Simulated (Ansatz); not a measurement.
# OsIF: the cost of one run

The runs shown are made with Ansatz 0.2.0. PAW datasets, plane waves. No spin polarisation and no zero-point or thermal motion; the cell was built from a prototype and may be hypothetical.

### Step 1. Starting point

The cell was relaxed beforehand with r2SCAN.

In-plane lattice: a = 3.770 Å, b = 3.770 Å, γ = 120.0°; thickness between the outer nuclei 2.25 Å. Near Os stand 3 F at 2.39 Å and 3 I at 2.52 Å; near F stand 3 Os at 2.39 Å; near I stand 3 Os at 2.52 Å.

The structure in full:

```xyz
3
Lattice="3.7703 0.0000 0.0000 -1.8852 3.2652 0.0000 0.0000 0.0000 29.5274" Properties=species:S:1:pos:R:3 pbc="T T F"
Os    0.0000    0.0000    9.0901
F     0.0000    2.1768   10.0797
I     1.8852    1.0884    7.8302
```
Periodic in the plane only; c spans the vacuum.

### Step 2. PBE bands along the symmetry lines

Input file input.yaml:

```yaml
crystal:
  lattice:
    - [3.7703224017, 0.0, 0.0]
    - [-1.8851612008, 3.2651949803, 0.0]
    - [0.0, 0.0, 29.5274035552]
  atoms:
    - { symbol: Os, position: [0.0, 0.0, 0.3078526455] }
    - { symbol: F, position: [0.3333333333, 0.6666666667, 0.3413672346] }
    - { symbol: I, position: [0.6666666667, 0.3333333333, 0.2651849354] }
  periodic: [true, true, false]
kpoints:
  mp_grid: { grid: [12, 12, 1] }
  band_path:
    path:
      - [0, 0, 0]
      - [0.5, 0, 0]
      - [0.3333333333333, 0.3333333333333, 0]
      - [0, 0, 0]
    npoints: 10
hamiltonian:
  xc: pbe
scf:
  occupations: { method: fermi_dirac, width: 0.02 }
  n_extra_bands: 4
output:
  forces: true
  stress: true
  eigenvalues: true
```

Started as:

```console
$ ansatz run input.yaml --threads 4 --pin off --max-ram 5529MiB --backend cpu --events-out ev --progress --plain --runs-dir out
```

Q: Estimate wall time and peak memory on 4 threads of Arm Neoverse N1, shared host.

About 15 s, with a peak of 0.68 GiB.
